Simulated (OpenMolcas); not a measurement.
**Os³⁺ among point charges: CASSCF and CASPT2 levels and susceptibility**

How does a field of 6 point charges split the states of Os³⁺, and what χT follows?

The numbers are computed with OpenMolcas 26.06 (state-averaged CASSCF and CASPT2, spin-orbit coupling by RASSI with atomic mean-field integrals), except any that are marked as measured or tabulated.

**1. Starting point**

* Species: Os³⁺ (osmium, Z = 76, 73 electrons)
* Basis: ANO-RCC-VDZP [7s6p4d2f1g], 68 functions
* Scalar Hamiltonian: DKH2, point nucleus
* Inactive shells: 1s 2s 2p 3s 3p 3d 4s 4p 4d 4f 5s 5p
* Active space: 5 electrons in 5 orbitals (5d)
* Some configurations of this space: 5d5
* Orbitals: optimised for each spin and parity, averaged over all roots

The outer shells:

5d5
```
5d [↑ ][↑ ][↑ ][↑ ][↑ ]
```

The ion sits among 6 point charges of -1.7 e arranged as an octahedron (Oh), 2.08 Å from the ion.

Each step is its own input file, run in one work folder so that later steps find the files of earlier ones. Labels, J, g values, rates, χT and fits are worked out afterwards by a script from the matrices that RASSI stores. The input lists half of the charges; inversion (Group=XYZ) makes the rest.

**2. One- and two-electron integrals**

File a.inp:

```
&GATEWAY
Coord
1

Os 0.0 0.0 0.0
Basis=ANO-RCC-VDZP
Group=XYZ
NoMove
AngMom=0.0 0.0 0.0
AMFI
XField
3 Angstrom 0
2.080000 0.000000 0.000000 -1.700000
0.000000 2.080000 0.000000 -1.700000
0.000000 0.000000 2.080000 -1.700000
&SEWARD
```

Run with:

```
OMP_NUM_THREADS=1 MOLCAS_MEM=1689 MOLCAS_PROJECT=a pymolcas a.inp > a.log
```

**3. CASSCF: sextets of even parity, 1 root**

File a.inp:

```
&RASSCF
FileOrb=start.orb
Symmetry=1
Spin=6
nActEl=5 0 0
Inactive=15 19
Ras2=5 0
CIRoot=1 1 1
SDav=1
CIMx=300
Iter=120 100
PrWF=0.3
OrbListing=Nothing
MaxOrb=0
>>> COPY $Project.JobIph JOB001
```

start.orb holds the contracted functions of the basis, ordered by shell, or the orbitals of the step before.

**4. Reference wave functions, quartets of even parity, 24 roots**

File a.inp:

```
&RASSCF
FileOrb=start.orb
Symmetry=1
Spin=4
nActEl=5 0 0
Inactive=15 19
Ras2=5 0
CIRoot=24 24 1
SDav=24
CIMx=300
Iter=120 100
PrWF=0.3
OrbListing=Nothing
MaxOrb=0
>>> COPY $Project.JobIph JOB002
```

**5. CASSCF: doublets of even parity, 75 roots**

File a.inp:

```
&RASSCF
FileOrb=start.orb
Symmetry=1
Spin=2
nActEl=5 0 0
Inactive=15 19
Ras2=5 0
CIRoot=75 75 1
SDav=75
CIMx=300
Iter=120 100
PrWF=0.3
OrbListing=Nothing
MaxOrb=0
>>> COPY $Project.JobIph JOB003
```

**6. RASSI: spin-orbit coupling between the states**

File a.inp:

```
&RASSI
NrOfJobIphs=3 1 24 75
1
1 2 3 4 5 6 7 8 9 10 11 12 13 14 15 16 17 18 19 20 21 22 23 24
1 2 3 4 5 6 7 8 9 10 11 12 13 14 15 16 17 18 19 20 21 22 23 24 25 26 27
28 29 30 31 32 33 34 35 36 37 38 39 40 41 42 43 44 45 46 47 48 49 50 51
52 53 54 55 56 57 58 59 60 61 62 63 64 65 66 67 68 69 70 71 72 73 74 75
IphNames
JOB001
JOB002
JOB003
EJob
SpinOrbit
DIPRint=1.0
SOCoupling=1000.0
Subsets=2
Property=9
'ANGMOM' 1 'ANGMOM' 2 'ANGMOM' 3 'MLTPL  1' 1 'MLTPL  1' 2 'MLTPL  1' 3
'AMFI' 1 'AMFI' 2 'AMFI' 3
SOProperty=3
'ANGMOM' 1 'ANGMOM' 2 'ANGMOM' 3
```

**7. CASPT2: IPEA 0.25, imaginary shift 0.1 (closed shells correlated: 5s 5p)**

File a.inp:

```
>>> COPY JOB001 $Project.JobIph
&CASPT2
Multistate=1 1
Frozen=14 16
IPEA=0.25
Imaginary=0.1
MaxIter=60
WThr=0.0 0.3 0.05
PrWF=0.5
NoMix
>>> COPY JOB002 $Project.JobIph
&CASPT2
Multistate=24 1 2 3 4 5 6 7 8 9 10 11 12 13 14 15 16 17 18 19 20 21 22
23 24
NoMult
Frozen=14 16
IPEA=0.25
Imaginary=0.1
MaxIter=60
WThr=0.0 0.3 0.05
PrWF=0.5
NoMix
>>> COPY JOB003 $Project.JobIph
&CASPT2
Multistate=75 1 2 3 4 5 6 7 8 9 10 11 12 13 14 15 16 17 18 19 20 21 22
23 24 25 26 27 28 29 30 31 32 33 34 35 36 37 38 39 40 41 42 43 44 45 46
47 48 49 50 51 52 53 54 55 56 57 58 59 60 61 62 63 64 65 66 67 68 69 70
71 72 73 74 75
NoMult
Frozen=14 16
IPEA=0.25
Imaginary=0.1
MaxIter=60
WThr=0.0 0.3 0.05
PrWF=0.5
NoMix
```

(Steps that only read results are left out.)

**Question.** What will these runs give? Wanted: spin-free ground state; lowest level; next level.

The runs gave:

```
                 quantity                                                                        value
                   method  SS-CASPT2, IPEA 0.25, imaginary shift 0.1 (closed shells correlated: 5s 5p)
   spin-free ground state                                              6A1, 1-fold in its orbital part
             lowest level                                              2-fold Γ7, g = 3.13, 3.13, 3.13
               next level                                                                   367.7 cm⁻¹
              χT at 300 K                                                               3.39 cm³ K/mol
effective moment at 300 K                                                                      5.21 μB
```

Cost by method:

```csv
method,time of its own steps,time with the reference
A. CASSCF,51 s,51 s
"B. SS-CASPT2, IPEA 0.25, imaginary shift 0.1, +5s 5p",25 s,77 s
```

Times are of one thread on a shared host.

What this shows: The spin-free ground state (6A1) comes to 100 % from free-ion S terms and keeps the highest spin of the shell. χT at 300 K is 3.39, against 4.39 cm³ K/mol for the spin alone, so spin-orbit coupling lowers it. An active space of the d shell alone favours high spin; real ions in strong fields can be low spin. A ligand-field fit to the states below 45000 cm-1 gives 10Dq = 10549 cm-1, B = 706 cm-1 and C = 3151 cm-1 (C/B = 4.46), with a deviation of 531 cm-1. CASPT2 does not keep the components of a term degenerate, and the means are used. The field of point charges can differ much from that of real complexes. With metal d orbitals alone active, the gaps between spin states are rough; where two lie within a few thousand cm-1, their order is open. Point charges carry no covalency, so the field is a model and not that of real ligands.
